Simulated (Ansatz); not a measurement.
**CCSD/STO-3G run of InF (SMILES [F][In])**

Aim: the energy change on altering one bond length of InF at CCSD/STO-3G, from 2 runs. 

The results are computed with Ansatz 0.2.0.

45 further runs of the same task are left out: 5 that didn't finish, 40 set aside as unsound or not needed.

### Step 1. The system as given

InF: 2 atoms, total charge 0, spin state singlet. SMILES: `[F][In]`. The shape comes from GFN2-xTB, which is rough for such elements, and wasn't checked as a minimum.

Bond lengths: F1–In2 2.025 Å.

### Step 2. The energy at CCSD/STO-3G

Contents of in.yaml:

```yaml
crystal:
  periodic: [false, false, false]
  atoms:
    - {symbol: F, position_ang: [0.000000, 0.000000, 0.000000]}
    - {symbol: In, position_ang: [0.000000, 0.000000, 2.025490]}
basis:
  gaussian:
    orbitals: STO-3G
correlation:
  method: ccsd
  frozen_orbitals: {F: 1, In: 18}
accuracy: high
scf:
  omitted_lower_state_checks: [cluster_reference, increment]
```

The run is started by

```bash
$ ansatz run in.yaml --threads 1 --pin off --max-ram 2610MiB --events-out events.jsonl --progress --plain --runs-dir runs
```

Standard output, cut to the lines that bear on the results:

```text
Warning: RAYON_NUM_THREADS=1 ignored (pool sized by the plan → 1); use --threads N
Functional definition: HF
  name "HF"
[...]
564 factors; integrals over basis functions are off by at most 4.4e-9 eV
[...]
mean field -157305.56915292 eV, -5780.8730408253 hartree, gradient 9.5e-9 eV, S^2 0.000000; 0 other end points of the search recorded, 0 dependent functions left out
19 core orbitals not correlated: weight in the atoms' cores, before any rotation towards them, 1.000 or more for the frozen orbitals, at most 0.000 for the correlated occupied ones
reference -157305.56915292 eV, -5780.8730408253 hartree; 10, 10 occupied and 3, 3 virtual orbitals, 564 factors
second order -1.35785073 eV of doubles, -0.00000000 eV of singles
cycle   1  -1.37462001 eV  change   -1.7e-2 eV  update   1.4e-1
[...]
cycle  21  -1.70473695 eV  change   2.7e-12 eV  update  7.4e-10
Total energy: -157307.27388987 eV, -5780.9356887528 hartree
Checks for a lower state left out: cluster_reference, increment
```

Run time: 0.48 s. Hardware: 1 thread of Arm Neoverse V2, shared host.

### Step 3. The distorted shape at the same level

Contents of job.yaml:

```yaml
crystal:
  periodic: [false, false, false]
  atoms:
    - {symbol: F, position_ang: [0.000000, 0.000000, -0.506410]}
    - {symbol: In, position_ang: [0.000000, 0.000000, 2.025490]}
basis:
  gaussian:
    orbitals: STO-3G
correlation:
  method: ccsd
  frozen_orbitals: {F: 1, In: 18}
accuracy: high
scf:
  omitted_lower_state_checks: [cluster_reference, increment]
```

The run is started by

```bash
$ ansatz run job.yaml --threads 1 --pin off --max-ram 2610MiB --events-out events.jsonl --progress --plain --runs-dir runs
```

Standard output, cut to the lines that bear on the results:

```text
Warning: RAYON_NUM_THREADS=1 ignored (pool sized by the plan → 1); use --threads N
[... 2 set-up lines as earlier in the session ...]
[...]
557 factors; integrals over basis functions are off by at most 6.4e-9 eV
[...]
mean field -157302.90226472 eV, -5780.7750344919 hartree, gradient 8.2e-9 eV, S^2 0.000000; 0 other end points of the search recorded, 0 dependent functions left out; unrestricted orbitals would lower it
19 core orbitals not correlated: weight in the atoms' cores, before any rotation towards them, 1.000 or more for the frozen orbitals, at most 0.000 for the correlated occupied ones
reference -157302.90226472 eV, -5780.7750344919 hartree; 10, 10 occupied and 3, 3 virtual orbitals, 557 factors
second order -1.55314082 eV of doubles, -0.00000000 eV of singles
cycle   1  -1.82638365 eV  change   -2.7e-1 eV  update   1.5e-1
[...]
cycle  28  -2.32011572 eV  change   5.5e-11 eV  update   1.1e-9
Total energy: -157305.22238044 eV, -5780.8602971718 hartree
Checks for a lower state left out: cluster_reference, increment
```

Run time: 0.48 s. Hardware: 1 thread of Arm Neoverse V2, shared host.

### Step 4. Summary of results

Level: CCSD/STO-3G, 19 core orbitals frozen.

| quantity | value |
| --- | --- |
| first shape: total energy | -5780.93569 Eh |
| first shape: correlation energy (19 core orbitals frozen) | -62.6 mEh |
| first shape: T1 diagnostic | 0.024 |
| distorted shape: total energy | -5780.86030 Eh |
| distorted shape: correlation energy (19 core orbitals frozen) | -85.3 mEh |
| distorted shape: T1 diagnostic | 0.027 |
| energy change with the F1–In2 bond stretched from 2.025 to 2.532 Å | 2.052 eV |

**Reading.** With the F1–In2 bond stretched from 2.025 to 2.532 Å the energy rises by 2.05 eV (47 kcal/mol). The first shape isn't relaxed at this level, so the change isn't measured from a minimum. The minimal basis adds a large error of its own. The T1 diagnostic (first shape) of 0.024 is above the customary mark for such species, so a single reference may not serve. Relativity is left out (first shape) although the molecule holds a heavy atom. The T1 diagnostic (distorted shape) of 0.027 is above the customary mark for such species, so a single reference may not serve. The restricted solution (distorted shape) is unstable to spin breaking: an unrestricted one lies lower. Relativity is left out (distorted shape) although the molecule holds a heavy atom.
